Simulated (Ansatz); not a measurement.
**C2H5BO2: basis-set convergence**

How large a basis does C2H5BO2 need? Two functionals are run in growing sets.

Computed with Ansatz 0.2.0, Gaussian basis. Level: one geometry, several basis sets.

The runs, in order: PBE0-D4/def2-SVP; ωB97M-V/def2-SVP; PBE0-D4/def2-QZVPP; ωB97M-V/def2-QZVPP; the functionals' def2-TZVPP values are taken from earlier runs.

### 1 Structure used throughout

All runs share one geometry, relaxed beforehand with PBE0-D4 in a triple-zeta def2 set.

SMILES `CB(O)C=O`, 10 atoms, charge 0, spin multiplicity 1.

Atoms are counted from 1 here; the program's logs count them from 0.

Bond lengths: C1–B2 1.555 Å, C1–H6 1.096 Å, C1–H7 1.090 Å, C1–H8 1.097 Å, B2–O3 1.344 Å, B2–C4 1.621 Å, O3–H9 0.971 Å, C4–O5 1.213 Å, C4–H10 1.113 Å. Angles: B2–C1–H6 110.7°, B2–C1–H7 113.2°, B2–C1–H8 110.1°, H6–C1–H7 108.7°, H6–C1–H8 105.3°, H7–C1–H8 108.4°, C1–B2–O3 122.8°, C1–B2–C4 124.0°, O3–B2–C4 113.1°, B2–O3–H9 109.1°, B2–C4–O5 118.8°, B2–C4–H10 122.6°, O5–C4–H10 118.6°.

### 2 PBE0-D4 in def2-SVP

The input, in.yaml:

```yaml
crystal:
  periodic: [false, false, false]
  atoms:
    - {symbol: C, position_ang: [-1.016722, -0.608599, 0.801764]}
    - {symbol: B, position_ang: [0.291422, -0.165096, 0.086890]}
    - {symbol: O, position_ang: [1.484201, -0.734551, 0.330353]}
    - {symbol: C, position_ang: [0.363768, 1.014700, -1.023099]}
    - {symbol: O, position_ang: [1.435644, 1.280941, -1.523740]}
    - {symbol: H, position_ang: [-1.504856, 0.246299, 1.283373]}
    - {symbol: H, position_ang: [-0.855795, -1.386415, 1.548891]}
    - {symbol: H, position_ang: [-1.741002, -0.979503, 0.066484]}
    - {symbol: H, position_ang: [2.158911, -0.310151, -0.224337]}
    - {symbol: H, position_ang: [-0.532469, 1.591175, -1.343679]}
basis:
  gaussian: {orbitals: def2-SVP}
hamiltonian: {xc: pbe0, dispersion: d4}
output: {orbitals: {seedname: orbitals}}
```

On the command line:

```
> ansatz run in.yaml --threads 2 --pin off --events-out ev --progress --plain --max-ram 4352MiB
```

After this run come: ωB97M-V in def2-SVP; PBE0-D4 in def2-QZVPP; ωB97M-V in def2-QZVPP.

**Question.** What will the summary of the whole plan be? Wanted: PBE0-D4: double and triple zeta above quadruple; ωB97M-V: double and triple zeta above quadruple.

**Answer**, as computed:

| quantity | value |
| --- | --- |
| PBE0-D4: double and triple zeta above quadruple | 8.33, 0.39 eV |
| ωB97M-V: double and triple zeta above quadruple | 8.59, 0.37 eV |

In words: PBE0-D4 gains 7.95 eV from double to triple zeta, then 0.39 eV more. These are total energies; as a rule much of such shifts cancels in differences, which this series doesn't test.
